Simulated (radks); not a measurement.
**The Coulomb parameter U of the 4f shell of Er⁺**

Aim: U as the second difference [E(n + 0.5) + E(n − 0.5) − 2E(n)]/0.5², with all orbitals relaxed. Bare: the atom's charge changes with n. Screened: the 6s shell takes up the change. The start is a model configuration, not necessarily the ground state.

The numbers are computed with radks (a radial shooting solver on a logarithmic mesh, Libxc functionals) version 1 (Dirac Kohn-Sham, LDA (Slater exchange, Perdew-Wang correlation), spin-unpolarised, spherical densities, finite nucleus; open shells are shared between the two j in proportion to 2j + 1), except any that are marked as measured or tabulated.

### 1 What is computed

| Property | Result |
| --- | --- |
| element | erbium (Z = 68) |
| charge | +1 |
| electrons | 67 |
| configuration | [Xe] 4f12 6s1 |
| nuclear rms radius | 5.2516 fm |

Outer shells as boxes (Hund's rule):

Er⁺
```
[Xe] core
4f [↑↓][↑↓][↑↓][↑↓][↑↓][↑ ][↑ ]
6s [↑ ]
```

### 2 Start: [Xe] 4f12 6s1

Input:

```text
Z 68
configuration [Xe] 4f12 6s1
relativity Dirac
functional lda,pw
spin unpolarised
j_filling average
nucleus finite rms 5.2516 fm
c 137.035999084
```

### 3 Bare +0.5: [Xe] 4f12.5 6s1

Input: that of step 2 with these lines changed.

```diff
@@ -1,3 +1,3 @@
 Z 68
-configuration [Xe] 4f12 6s1
+configuration [Xe] 4f12.5 6s1
 relativity Dirac
```

### 4 Bare -0.5: [Xe] 4f11.5 6s1

Input: that of step 3 with these lines changed.

```diff
@@ -1,3 +1,3 @@
 Z 68
-configuration [Xe] 4f12.5 6s1
+configuration [Xe] 4f11.5 6s1
 relativity Dirac
```

### 5 Screened +0.5: [Xe] 4f12.5 6s0.5

Input: that of step 4 with these lines changed.

```diff
@@ -1,3 +1,3 @@
 Z 68
-configuration [Xe] 4f11.5 6s1
+configuration [Xe] 4f12.5 6s0.5
 relativity Dirac
```

### 6 Screened -0.5: [Xe] 4f11.5 6s1.5

Input: that of step 5 with these lines changed.

```diff
@@ -1,3 +1,3 @@
 Z 68
-configuration [Xe] 4f12.5 6s0.5
+configuration [Xe] 4f11.5 6s1.5
 relativity Dirac
```

Q: Predict the outcome of this session.

The runs gave:

```
         quantity  value (eV)
          U, bare      14.694
U, screened by 6s       5.902
```

Letting 6s compensate leaves 40 % of the bare value; this second difference measures U(4f,4f) + U(6s,6s) − 2U(4f,6s). A solid screens further than the bare atom, so the bare value is an upper guide for the U of a crystal.
